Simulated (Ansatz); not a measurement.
# C₂H₆O₂Si: a ladder of functionals and wavefunction methods

Aim: compute C₂H₆O₂Si with functionals from several rungs and with coupled cluster. The yardstick is the atomisation energy at the CCSD(T) limit.

Method: functionals in def2-TZVPP, the program's frozen cores in correlated methods; program: Ansatz 0.2.0, Gaussian basis.

The runs, in order: LDA (SPW92), PBE-D4, revPBE-D4, BLYP-D4, r2SCAN-D4, B97M-V, PBE0-D4, B3LYP-D4, r2SCANh-D4, r2SCAN0-D4, HSE06-D4, BHLYP-D4, CAM-B3LYP-D4, LC-ωPBE, ωB97X-V, ωB97M-V, B2PLYP, PBE-QIDH; CCSD(T)/def2-SVP; CCSD(T)/def2-TZVPP; MP2/def2-QZVPP; extrapolation to the limit; RPA on PBE.

## (1) The geometry

An earlier PBE0-D4 in a triple-zeta def2 set relaxation fixed the geometry.

SMILES `CC(=O)O[SiH3]`, 11 atoms, charge 0, spin multiplicity 1.

Atoms are counted from 1 here; the program's logs count them from 0.

Bond lengths: C1–C2 1.494 Å, C1–H6 1.092 Å, C1–H7 1.087 Å, C1–H8 1.092 Å, C2–O3 1.204 Å, C2–O4 1.342 Å, O4–Si5 1.694 Å, Si5–H9 1.481 Å, Si5–H10 1.479 Å, Si5–H11 1.479 Å. Angles: C2–C1–H6 109.6°, C2–C1–H7 110.0°, C2–C1–H8 109.5°, H6–C1–H7 110.3°, H6–C1–H8 107.2°, H7–C1–H8 110.2°, C1–C2–O3 125.6°, C1–C2–O4 113.0°, O3–C2–O4 121.5°, C2–O4–Si5 116.2°, O4–Si5–H9 102.6°, O4–Si5–H10 110.7°, O4–Si5–H11 110.7°, H9–Si5–H10 110.4°, H9–Si5–H11 110.4°, H10–Si5–H11 111.7°.

As a file:

| atom | x (Å) | y (Å) | z (Å) |
| --- | --- | --- | --- |
| C1 | 0.0509 | -1.6337 | 1.0985 |
| C2 | 0.1183 | -0.6588 | -0.0312 |
| O3 | 0.3879 | -0.9277 | -1.1734 |
| O4 | -0.1592 | 0.5985 | 0.3455 |
| Si5 | -0.1064 | 1.7724 | -0.8741 |
| H6 | 0.7481 | -1.3335 | 1.8830 |
| H7 | 0.2909 | -2.6322 | 0.7426 |
| H8 | -0.9501 | -1.6185 | 1.5342 |
| H9 | -0.4501 | 3.0130 | -0.1425 |
| H10 | 1.2539 | 1.8722 | -1.4464 |
| H11 | -1.1188 | 1.4914 | -1.9154 |

## (2) LDA

This LDA is Slater exchange with PW92 correlation.

Input file in.yaml:

```yaml
crystal:
  periodic: [false, false, false]
  atoms:
    - {symbol: C, position_ang: [0.050859, -1.633717, 1.098491]}
    - {symbol: C, position_ang: [0.118348, -0.658800, -0.031201]}
    - {symbol: O, position_ang: [0.387858, -0.927744, -1.173390]}
    - {symbol: O, position_ang: [-0.159156, 0.598498, 0.345474]}
    - {symbol: Si, position_ang: [-0.106432, 1.772353, -0.874146]}
    - {symbol: H, position_ang: [0.748108, -1.333457, 1.883020]}
    - {symbol: H, position_ang: [0.290881, -2.632180, 0.742631]}
    - {symbol: H, position_ang: [-0.950106, -1.618511, 1.534189]}
    - {symbol: H, position_ang: [-0.450090, 3.012998, -0.142504]}
    - {symbol: H, position_ang: [1.253934, 1.872156, -1.446433]}
    - {symbol: H, position_ang: [-1.118805, 1.491403, -1.915432]}
basis:
  gaussian: {orbitals: def2-TZVPP}
hamiltonian: {xc: lda}
output: {orbitals: {seedname: orbitals}}
```

After this run come: PBE-D4 (GGA); revPBE-D4 (GGA); BLYP-D4 (GGA); r2SCAN-D4 (meta-GGA); B97M-V (meta-GGA); PBE0-D4 (hybrid); B3LYP-D4 (hybrid); r2SCANh-D4 (hybrid); r2SCAN0-D4 (hybrid); HSE06-D4 (hybrid); BHLYP-D4 (hybrid); CAM-B3LYP-D4 (range-separated); LC-ωPBE-D4 (range-separated); ωB97X-V (range-separated); ωB97M-V (range-separated); B2PLYP (double hybrid); PBE-QIDH (double hybrid); CCSD(T) in def2-SVP; CCSD(T) in def2-TZVPP; MP2 in def2-QZVPP; RPA on PBE orbitals.

Q: Predict the results of all the runs planned. Wanted: atomisation energy, CCSD(T)/CBS; farthest beyond LDA; mean size of error, GGA; mean size of error, meta-GGA; mean size of error, hybrid; mean size of error, range-separated; mean size of error, double hybrid; gap, smallest and largest; T1 diagnostic.

As calculated:

| quantity | value |
| --- | --- |
| atomisation energy, CCSD(T)/CBS | 4320.2 kJ/mol |
| functionals within 21.6 kJ/mol (0.5 %) | BLYP-D4, r2SCAN-D4, B97M-V, PBE0-D4, B3LYP-D4, r2SCANh-D4, HSE06-D4, CAM-B3LYP-D4, LC-ωPBE, ωB97X-V, ωB97M-V |
| farthest beyond LDA | BHLYP-D4 (-148.1 kJ/mol) |
| mean size of error, GGA | 36.8 kJ/mol |
| mean size of error, meta-GGA | 9.3 kJ/mol |
| mean size of error, hybrid | 44.5 kJ/mol |
| mean size of error, range-separated | 15.7 kJ/mol |
| mean size of error, double hybrid | 41.7 kJ/mol |
| gap, smallest and largest | 5.35 eV (LDA (SPW92)), 13.43 eV (LC-ωPBE) |
| T1 diagnostic | 0.0145 |
| triples share of the correlation energy | 3.8 % |

In words: LDA overbinds by 641.3 kJ/mol (15 %). PBE-D4 is off by +82.8 kJ/mol. Double hybrids carry the basis error of their MP2 part in triple zeta, and no dispersion term here, so their miss is partly the set-up's. The rungs meta-GGA, range-separated miss on average by less than the doubt on the reference (21.6 kJ/mol), so they tie. The reference freezes the cores and leaves out relativity and excitations past (T), so misses under about 21.6 kJ/mol can't be ranked. Hartree-Fock recovers 72 % of the binding; the rest is correlation. CCSD(T) in def2-SVP is off by -228.5 kJ/mol, more than most functionals: a good method in a small basis is no reference. Orbital gaps span 5.4 to 13.4 eV; exact exchange widens them.
